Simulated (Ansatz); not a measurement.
# Ti: the cost of one run

Method: DFT PBEsol, scalar-relativistic, plane waves, PAW, in Ansatz 0.2.0.

## 1. The structure to begin with

It takes space group P6_3/mmc (No. 194, hexagonal). Conventional cell: a = 2.950 Å, b = 2.950 Å, c = 4.686 Å, α = 90.00°, β = 90.00°, γ = 120.00°. Ti (site symmetry -6m2) has 12 Ti at 2.90 to 2.95 Å as nearest neighbours.

Structure file:

```
CELL_PARAMETERS angstrom
2.95000 0.00000 0.00000
-1.47500 2.55477 0.00000
0.00000 0.00000 4.68600
ATOMIC_POSITIONS crystal
Ti 0.33333 0.66667 0.25000
Ti 0.66667 0.33333 0.75000
```

No relaxation comes first: the listed cell is the starting point.

## 2. Zero of energy

The reference gives a free energy of -4947.7686 eV, pressure -5.87 GPa, largest force 0.000 eV/Å and gap on the mesh none (metal). It was computed beforehand with the settings of the runs below.

## 3. The scan: a strain scan

The cell is strained by ε times the Voigt pattern (0, 0, 1, 0, 0, 0) (xx, yy, zz, yz, xz, xy; engineering shear), with fractional coordinates fixed (clamped ions). The stress on the pattern is the sum of the stress components weighted by it, tension positive.

## 4. ε = -0.0400

The input, input.yaml:

```yaml
crystal:
  lattice:
    - [2.9499978604, 0.0, 0.0]
    - [-1.4749989302, 2.5547730882, 0.0]
    - [0.0, 0.0, 4.49856]
  atoms:
    - { symbol: Ti, position: [0.3333333333, 0.6666666667, 0.25] }
    - { symbol: Ti, position: [0.6666666667, 0.3333333333, 0.75] }
basis:
  ecutwfc: 420
kpoints:
  mp_grid: { grid: [18, 18, 10] }
hamiltonian:
  xc: pbesol
scf:
  occupations: { method: gaussian, width: 0.15 }
output:
  forces: true
  stress: true
  eigenvalues: true
```

Command:

```
> ansatz run input.yaml --threads 1 --pin off --max-ram 2560MiB --backend cpu --events-out ev --progress --plain --runs-dir out
```

What time and memory should one allow on 1 thread of AMD EPYC 9R45 (Zen 5), shared host?

About 2.2 s, with a peak of 0.41 GiB.
